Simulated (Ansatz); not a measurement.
# C5H16BNSi: one species, many methods

The task here is to estimate one member of a computed series from the others.

The runs use Ansatz 0.2.0, Gaussian basis; functionals in def2-TZVPP, the program's frozen cores in correlated methods.

Levels to be run: LDA (SPW92), PBE-D4, revPBE-D4, BLYP-D4, r2SCAN-D4, B97M-V, PBE0-D4, B3LYP-D4, r2SCANh-D4, r2SCAN0-D4, HSE06-D4, BHLYP-D4, CAM-B3LYP-D4, LC-ωPBE, ωB97X-V, ωB97M-V, B2PLYP, PBE-QIDH; CCSD(T)/def2-SVP; CCSD(T)/def2-TZVPP; MP2/def2-QZVPP; extrapolation to the limit; RPA on PBE.

**Structure used throughout**

An earlier PBE0-D4 in a triple-zeta def2 set relaxation fixed the geometry.

SMILES `BN(C(C)C)[SiH](C)C`, 24 atoms, charge 0, spin multiplicity 1.

Atoms are counted from 1 here; the program's logs count them from 0.

Bond lengths: B1–N2 1.395 Å, B1–H9 1.198 Å, B1–H10 1.200 Å, N2–C3 1.477 Å, N2–Si6 1.758 Å, C3–C4 1.519 Å, C3–C5 1.519 Å, C3–H11 1.098 Å, C4–H12 1.092 Å, C4–H13 1.092 Å, C4–H14 1.093 Å, C5–H15 1.093 Å, C5–H16 1.092 Å, C5–H17 1.092 Å, Si6–C7 1.869 Å, Si6–C8 1.869 Å, Si6–H18 1.484 Å, C7–H19 1.093 Å and more. Angles: N2–B1–H9 119.1°, N2–B1–H10 120.7°, H9–B1–H10 120.2°, B1–N2–C3 121.8°, B1–N2–Si6 122.3°, C3–N2–Si6 115.9°, N2–C3–C4 111.3°, N2–C3–C5 111.3°, N2–C3–H11 107.2°, C4–C3–C5 112.1°, C4–C3–H11 107.3°, C5–C3–H11 107.3°, C3–C4–H12 110.5°, C3–C4–H13 110.8°, C3–C4–H14 110.6°, H12–C4–H13 108.2°, H12–C4–H14 108.3°, H13–C4–H14 108.4° and more.

The first run:

Contents of in.yaml:

```yaml
crystal:
  periodic: [false, false, false]
  atoms:
    - {symbol: B, position_ang: [1.157181, -0.588884, 1.777280]}
    - {symbol: N, position_ang: [0.430126, -0.136144, 0.676647]}
    - {symbol: C, position_ang: [-0.134066, -1.067819, -0.320590]}
    - {symbol: C, position_ang: [0.961189, -1.839615, -1.036967]}
    - {symbol: C, position_ang: [-1.166739, -1.988985, 0.306769]}
    - {symbol: Si, position_ang: [0.130188, 1.571326, 0.387508]}
    - {symbol: C, position_ang: [0.884847, 2.084318, -1.244021]}
    - {symbol: C, position_ang: [-1.709373, 1.903943, 0.376982]}
    - {symbol: H, position_ang: [1.593075, 0.210114, 2.555792]}
    - {symbol: H, position_ang: [1.346441, -1.761628, 1.946572]}
    - {symbol: H, position_ang: [-0.652970, -0.462071, -1.075073]}
    - {symbol: H, position_ang: [1.506225, -2.471698, -0.332633]}
    - {symbol: H, position_ang: [1.673862, -1.157219, -1.504842]}
    - {symbol: H, position_ang: [0.535729, -2.480083, -1.813407]}
    - {symbol: H, position_ang: [-1.620603, -2.631468, -0.451715]}
    - {symbol: H, position_ang: [-1.958650, -1.412232, 0.789150]}
    - {symbol: H, position_ang: [-0.701285, -2.626661, 1.061380]}
    - {symbol: H, position_ang: [0.772197, 2.317644, 1.498399]}
    - {symbol: H, position_ang: [0.705282, 3.147019, -1.428833]}
    - {symbol: H, position_ang: [0.459745, 1.527404, -2.083281]}
    - {symbol: H, position_ang: [1.965000, 1.920678, -1.240590]}
    - {symbol: H, position_ang: [-2.220928, 1.345987, -0.411793]}
    - {symbol: H, position_ang: [-2.159398, 1.628959, 1.333730]}
    - {symbol: H, position_ang: [-1.902076, 2.966814, 0.206834]}
basis:
  gaussian: {orbitals: def2-TZVPP}
hamiltonian: {xc: lda}
output: {orbitals: {seedname: orbitals}}
```

Started as:

```sh
> ansatz run in.yaml --threads 4 --pin off --events-out ev --progress --plain --max-ram 66560MiB --backend cuda --devices 0, --max-vram 37GiB
```

Steps of the session up to this table: LDA; PBE-D4 (GGA); revPBE-D4 (GGA); BLYP-D4 (GGA); r2SCAN-D4 (meta-GGA); B97M-V (meta-GGA); PBE0-D4 (hybrid); B3LYP-D4 (hybrid); r2SCANh-D4 (hybrid); r2SCAN0-D4 (hybrid); HSE06-D4 (hybrid); BHLYP-D4 (hybrid); CAM-B3LYP-D4 (range-separated); LC-ωPBE (range-separated); ωB97X-V (range-separated); ωB97M-V (range-separated); B2PLYP (double hybrid); PBE-QIDH (double hybrid).

One table of the session follows, with a row left open; its other results are not shown here.

It belongs to the step «Orbital energies across the functionals». 

```
  functional  HOMO (eV)  gap (eV)
 LDA (SPW92)      -6.54      5.39
      PBE-D4      -6.37      5.48
   revPBE-D4      -6.30      5.53
     BLYP-D4      -6.23      5.49
   r2SCAN-D4      -6.59      6.03
      B97M-V      -6.72      6.04
     PBE0-D4      -7.58      7.64
    B3LYP-D4      -7.37      7.20
  r2SCANh-D4      -7.05      6.82
  r2SCAN0-D4      -7.74      7.99
    HSE06-D4      -7.19      6.86
    BHLYP-D4      -8.71      9.71
CAM-B3LYP-D4      -8.94     10.03
     LC-ωPBE     -10.28     12.54
     ωB97X-V          ?         ?
     ωB97M-V      -9.87     11.69
```

**Question.** Estimate the row for ωB97X-V.

As computed: HOMO (eV): -9.94; gap (eV): 12.05. In the column «HOMO (eV)» it lies between LC-ωPBE (-10.28) and ωB97M-V (-9.87).
